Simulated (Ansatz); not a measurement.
# CsPbI2Br: the cost of one run

Computed with Ansatz 0.2.0 (DFT PBE, scalar-relativistic, plane waves, PAW, unless a step's input says otherwise).

1 further run of the same task is left out (it didn't finish).

### Step 1. Starting point

The structure is tetragonal, space group P4/mmm (No. 123). Conventional cell: a = 6.375 Å, b = 6.375 Å, c = 5.962 Å, α = 90.00°, β = 90.00°, γ = 90.00°. Cs (site symmetry 4/mmm) has 8 I at 4.36 Å as nearest neighbours. Around Pb (site symmetry 4/mmm) lie 2 Br at 2.98 Å and 4 I at 3.19 Å. I (site symmetry mmm) has 2 Pb at 3.19 Å and 4 Cs at 4.36 Å as nearest neighbours. Around Br (site symmetry 4/mmm) lie 2 Pb at 2.98 Å.

Coordinates:

```
CELL_PARAMETERS angstrom
6.37530 0.00000 0.00000
0.00000 6.37530 0.00000
0.00000 0.00000 5.96222
ATOMIC_POSITIONS crystal
Cs 0.50000 0.50000 0.50000
Pb 0.00000 0.00000 0.00000
I 0.00000 0.50000 0.00000
I 0.50000 0.00000 0.00000
Br 0.00000 0.00000 0.50000
```

It goes back to an entry of the Materials Project, which need not be the stable form.

The cell is taken as given, not relaxed at this level.

### Step 2. The reference cell

The reference gives a free energy of -35391.7169 eV, pressure 0.32 GPa, largest force 0.000 eV/Å and gap on the mesh 1.46 eV. It was computed beforehand with the settings of the runs below.

### Step 3. The scan: energy and stress against strain

The cell is strained by ε times the Voigt pattern (0, 0, 0, 0, 0, 1) (xx, yy, zz, yz, xz, xy; engineering shear), with fractional coordinates fixed (clamped ions). The stress on the pattern is the sum of the stress components weighted by it, tension positive.

### Step 4. At ε = -0.0200

input.yaml

```yaml
crystal:
  lattice:
    - [6.375296, -0.06375296, 0.0]
    - [-0.06375296, 6.375296, 0.0]
    - [0.0, 0.0, 5.96222]
  atoms:
    - { symbol: Cs, position: [0.5, 0.5, 0.5] }
    - { symbol: Pb, position: [0.0, 0.0, 0.0] }
    - { symbol: I, position: [0.0, 0.5, 0.0] }
    - { symbol: I, position: [0.5, 0.0, 0.0] }
    - { symbol: Br, position: [0.0, 0.0, 0.5] }
basis:
  ecutwfc: 420
kpoints:
  mp_grid: { grid: [4, 4, 6] }
hamiltonian:
  xc: pbe
scf:
  occupations: { method: gaussian, width: 0.05 }
output:
  forces: true
  stress: true
  eigenvalues: true
```

**Question.** How long does this run take on 1 thread of an x86-64 CPU, shared host, and how much memory does it need?

About 12 s, with a peak of 0.64 GiB.
